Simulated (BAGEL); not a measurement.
**FCI/STO-3G (density fitting with cc-pvqz-jkfit) run of AsH2 (SMILES [AsH2])**

What is the vertical ionisation energy of AsH2 at FCI/STO-3G (density fitting with cc-pvqz-jkfit)? 

The calculation is run with BAGEL 1.2.2.

7 further runs of the same task are left out: 7 set aside as unsound or not needed.

**1. The system as given**

AsH2: 3 atoms, total charge 0, spin state doublet. As SMILES, `[AsH2]`. Geometry: relaxed at PBE0-D4/def2-TZVP.

Bond lengths: As1–H2 1.526 Å, As1–H3 1.526 Å. Angles: H2–As1–H3 90.7°.

**2. The energy at FCI/STO-3G (density fitting with cc-pvqz-jkfit)**

input.json

```json
{ "bagel" : [

{
  "title" : "molecule",
  "basis" : "sto-3g",
  "df_basis" : "cc-pvqz-jkfit",
  "angstrom" : true,
  "geometry" : [
    { "atom" : "As", "xyz" : [   -0.573310,    0.327430,   -0.274790 ] },
    { "atom" : "H", "xyz" : [    0.680410,    0.795730,    0.459110 ] },
    { "atom" : "H", "xyz" : [   -0.107090,   -1.123160,   -0.184320 ] }
  ]
},
{ "title" : "hf", "charge" : 1 },
{ "title" : "fci", "nstate" : 1, "ncore" : 9, "nspin" : 1 }

]}
```

On the command line:

```console
$ BAGEL_NUM_THREADS=1 BAGEL input.json > input.out
```

Output:

```text
* using 1 threads per process

  ===============================================================
  ===============================================================

  *** Geometry ***

  { "atom" : "As", "xyz" : [     -1.083399,      0.618753,     -0.519278 ] },
  { "atom" : "H", "xyz" : [      1.285789,      1.503712,      0.867592 ] },
  { "atom" : "H", "xyz" : [     -0.202371,     -2.122465,     -0.348314 ] },

  Number of auxiliary basis functions:      320

  Since a DF basis is specified, we compute 2- and 3-index integrals:
    o Being stored without compression. Storage requirement is 0.001 GB

  Number of basis functions:       20
  Number of electrons      :       35

    * METHOD: MOLECULE                             0.07

  *** RHF ***

  === Nuclear Repulsion ===
    23.1255172397

      * DIIS with orbital gradients will be used.

  === RHF iteration (sto-3g) ===
      0      -2210.14376479          0.00511473           0.01
      1      -2210.14899408          0.00061420           0.01
      2      -2210.14907671          0.00014929           0.01
      3      -2210.14908294          0.00001289           0.01
      4      -2210.14908300          0.00000191           0.01
      5      -2210.14908300          0.00000016           0.01
      6      -2210.14908300          0.00000004           0.01
      7      -2210.14908300          0.00000000           0.01
    * SCF iteration converged.

    * Permanent dipole moment:
           (   -0.519565,     0.296733,    -0.249028) a.u.

    * METHOD: HF                                   0.11

  ---------------------------
        FCI calculation
  ---------------------------

  Performs exactly the same way as Knowles & Handy 1984 CPL

  o alpha-beta strings
      length:           220
  o size of the space
      determinant space:  9075
      spin-adapted space: 5445

  o single displacement lists (alpha)
      length:          1485
  o single displacement lists (beta)
      length:          5280

     guess   0:   closed 11111111...          open ........1..

  === FCI iteration ===

      0  0     -2210.38871071     2.60e-03      0.02
      1  0     -2210.44183160     7.19e-04      0.02
      2  0     -2210.44503072     1.49e-04      0.01
      3  0     -2210.44517997     4.17e-05      0.02
      4  0     -2210.44519124     1.02e-05      0.02
      5  0     -2210.44519179     1.85e-06      0.02
      6  0     -2210.44519181     3.63e-07      0.01
      7  0     -2210.44519181     6.20e-08      0.02
      8  0     -2210.44519181     1.41e-08      0.02
      9  0     -2210.44519181     2.75e-09      0.02
     10  0     -2210.44519181     5.37e-10      0.02
     11  0 *   -2210.44519181     7.58e-11      0.02

     * ci vector, state   0, <S^2> = 0.7500
       22222222a..    -0.9721627532
       222222a2ab.    -0.0819244741
       222222.2a2.    -0.0798103508
       2222222.a2.    -0.0688728056
       2222222ba.a     0.0583583247
       2222222aa.b    -0.0582112628
       222222.2a.2    -0.0566083780
       22222a22a.b     0.0565144972

    * METHOD: FCI                                  0.20

  ===============================================================
```

Wall time 0.87 s (1 thread of AMD EPYC 7R43 (Zen 3), shared host); peak memory 0.14 GiB.

**3. The singlet cation, same level**

Changes to input.json since step 2:

```diff
@@ -6,3 +6,3 @@
   "df_basis" : "cc-pvqz-jkfit",
-  "angstrom" : true,
+  "angstrom" : "true",
   "geometry" : [
@@ -13,4 +13,12 @@
 },
-{ "title" : "hf", "charge" : 1 },
-{ "title" : "fci", "nstate" : 1, "ncore" : 9, "nspin" : 1 }
+{
+  "title" : "hf",
+  "charge" : 1
+},
+{
+  "title" : "fci",
+  "nstate" : 1,
+  "charge" : 1,
+  "ncore" : 9
+}
```

On the command line:

```console
$ BAGEL_NUM_THREADS=1 BAGEL input.json > input.out
```

Output:

```text
* using 1 threads per process

  ===============================================================
  ===============================================================

  *** Geometry ***

  { "atom" : "As", "xyz" : [     -1.083399,      0.618753,     -0.519278 ] },
  { "atom" : "H", "xyz" : [      1.285789,      1.503712,      0.867592 ] },
  { "atom" : "H", "xyz" : [     -0.202371,     -2.122465,     -0.348314 ] },

  Number of auxiliary basis functions:      320

  Since a DF basis is specified, we compute 2- and 3-index integrals:
    o Being stored without compression. Storage requirement is 0.001 GB

  Number of basis functions:       20
  Number of electrons      :       35

    * METHOD: MOLECULE                             0.07

  *** RHF ***

  === Nuclear Repulsion ===
    23.1255172397

      * DIIS with orbital gradients will be used.

  === RHF iteration (sto-3g) ===
      0      -2210.14376479          0.00511473           0.01
      1      -2210.14899408          0.00061420           0.01
      2      -2210.14907671          0.00014929           0.01
      3      -2210.14908294          0.00001289           0.01
      4      -2210.14908300          0.00000191           0.01
      5      -2210.14908300          0.00000016           0.01
      6      -2210.14908300          0.00000004           0.01
      7      -2210.14908300          0.00000000           0.01
    * SCF iteration converged.

    * Permanent dipole moment:
           (   -0.519565,     0.296733,    -0.249028) a.u.

    * METHOD: HF                                   0.11

  ---------------------------
        FCI calculation
  ---------------------------

  Performs exactly the same way as Knowles & Handy 1984 CPL

  o alpha-beta strings
      length:           330
  o size of the space
      determinant space:  27225
      spin-adapted space: 9075

  o single displacement lists (alpha)
      length:          5280
  o single displacement lists (beta)
      length:          5280

     guess   0:   closed 11111111...          open ...........

  === FCI iteration ===

      0  0     -2210.14908300     1.45e-03      0.05
      1  0     -2210.19904283     4.51e-04      0.05
      2  0     -2210.20275962     1.10e-04      0.05
      3  0     -2210.20295057     2.48e-05      0.05
      4  0     -2210.20296183     6.26e-06      0.05
      5  0     -2210.20296251     1.28e-06      0.05
      6  0     -2210.20296254     3.15e-07      0.05
      7  0     -2210.20296254     9.80e-08      0.05
      8  0     -2210.20296254     2.61e-08      0.05
      9  0     -2210.20296254     5.81e-09      0.05
     10  0     -2210.20296254     1.30e-09      0.05
     11  0     -2210.20296254     2.94e-10      0.05
     12  0 *   -2210.20296254     7.88e-11      0.04

     * ci vector, state   0, <S^2> = 0.0000
       22222222...     0.9697633194
       2222222.2..    -0.1194658455
       222222.2.2.    -0.0875879359
       2222222..2.    -0.0628813244
       22222.222..    -0.0625822326
       222222.2..2    -0.0559036017
       22222b2a2..    -0.0551668518
       22222a2b2..    -0.0551668518

    * METHOD: FCI                                  0.64

  ===============================================================
```

It took 1.3 s on 1 thread of AMD EPYC 7R43 (Zen 3), shared host; peak memory 0.14 GiB.

**4. Summary of results**

At FCI/STO-3G (density fitting with cc-pvqz-jkfit), 9 core orbitals frozen:

| quantity | value |
| --- | --- |
| doublet AsH2: total energy | -2210.44519 Eh |
| singlet cation: total energy | -2210.20296 Eh |
| vertical ionisation energy (to the singlet cation) | 6.591 eV |

In words: Removing an electron at fixed nuclei costs 6.59 eV (636 kJ/mol). Only the singlet of the ionised species was computed; a triplet could lie lower. In a minimal basis such a difference can be off by several eV, whatever the method.
